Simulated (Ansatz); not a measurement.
A nudged elastic band was laid between two geometries of a periodic cell of 17 atoms, K$_{16}$H (host K, host structure bcc, interstitial H).

The calculation used DFT PBEsol, scalar-relativistic, plane waves, PAW (Ansatz 0.2.0). Settings: cutoff 420 eV, k mesh 2x2x2, fermi-dirac smearing 0.1 eV, no spin polarisation.

```json
{
 "movable images": "7",
 "climbing image": "yes",
 "spring": "2.0 eV/Å²",
 "optimiser": "lbfgs",
 "start path": "IDPP",
 "force threshold": "0.05 eV/Å",
 "iteration limit": "61",
 "end points": "relaxed"
}
```

First end point:

```xyz
17
Lattice="10.4600 0.0000 0.0000 0.0000 10.4600 0.0000 0.0000 0.0000 10.4600" Properties=species:S:1:pos:R:3
K -0.034 -0.368 0.000
K 5.451 0.158 0.000
K -0.032 5.601 0.000
K 0.122 -0.165 5.231
K 2.495 2.616 2.447
K 5.450 5.080 0.000
K 5.035 0.100 5.231
K 8.051 2.617 2.701
K 0.123 5.401 5.231
K 2.656 7.845 2.243
K 2.495 2.616 8.014
K 5.035 5.135 5.231
K 7.627 7.849 2.765
K 8.051 2.617 7.760
K 2.655 7.845 8.218
K 7.627 7.849 7.695
H 1.302 7.845 0.002
```

Last end point:

```xyz
17
Lattice="10.4600 0.0000 0.0000 0.0000 10.4600 0.0000 0.0000 0.0000 10.4600" Properties=species:S:1:pos:R:3
K 0.370 0.029 0.000
K 4.859 0.029 0.000
K -0.149 5.014 0.001
K 0.163 -0.119 5.232
K 2.614 2.829 2.763
K 5.378 5.014 0.001
K 5.066 -0.119 5.232
K 7.844 2.416 2.704
K -0.092 5.424 5.231
K 2.615 7.812 2.245
K 2.614 2.830 7.698
K 5.321 5.424 5.231
K 7.844 7.963 2.453
K 7.844 2.417 7.759
K 2.615 7.814 8.216
K 7.844 7.962 8.009
H 2.613 9.154 0.008
```

**Question.** What changes between the two ends?

**Answer.** Contacts lost: K3–H17. Contacts made: K2–H17. The atom that moves furthest is H17, by 1.85 Å.

**Question.** What energy profile does the band end with?

**Answer.** It converged. The highest image is number 4 of 0 to 8, 0.064 eV above the ends, which have the same energy within 2 meV. By the program's own check the climbing image is a first-order saddle point (lowest curvatures found: -0.12 and 0.05 eV/Å²). Limits of this set-up: coarse k mesh, odd electron count without spin.

| image | path coordinate (Å) | energy (eV) | K3–H17 (Å) | K2–H17 (Å) |
| --- | --- | --- | --- | --- |
| 0 | 0.00 | 0.000 | 2.61 | 4.99 |
| 1 | 0.47 | 0.006 | 2.64 | 4.72 |
| 2 | 0.94 | 0.024 | 2.69 | 4.31 |
| 3 | 1.41 | 0.050 | 2.82 | 3.78 |
| 4 | 1.88 | 0.064 | 3.16 | 3.16 |
| 5 | 2.35 | 0.050 | 3.77 | 2.82 |
| 6 | 2.82 | 0.025 | 4.31 | 2.70 |
| 7 | 3.29 | 0.006 | 4.71 | 2.64 |
| 8 | 3.75 | 0.000 | 4.98 | 2.61 |

**Question.** What is the geometry of the highest image?

**Answer.** 
```xyz
17
Lattice="10.4600 0.0000 0.0000 0.0000 10.4600 0.0000 0.0000 0.0000 10.4600" Properties=species:S:1:pos:R:3
K 0.329 -0.328 0.003
K 4.709 -0.270 0.003
K 0.271 5.752 0.003
K 0.014 -0.013 5.233
K 2.496 2.750 2.588
K 5.223 5.238 0.001
K 5.160 0.178 5.232
K 7.942 2.519 2.395
K -0.176 5.301 5.232
K 2.662 7.800 2.639
K 2.497 2.750 7.873
K 5.342 5.120 5.231
K 7.711 7.965 2.588
K 7.942 2.519 8.067
K 2.665 7.797 7.816
K 7.711 7.965 7.874
H 2.239 8.222 -0.003
```

The band took 11 iterations and about 30 core-minutes.

Time of the run: 9.1 min on 4 threads of Intel(R) Xeon(R) 6975P-C (Granite Rapids), on a shared host, peak memory 6.4 GiB.
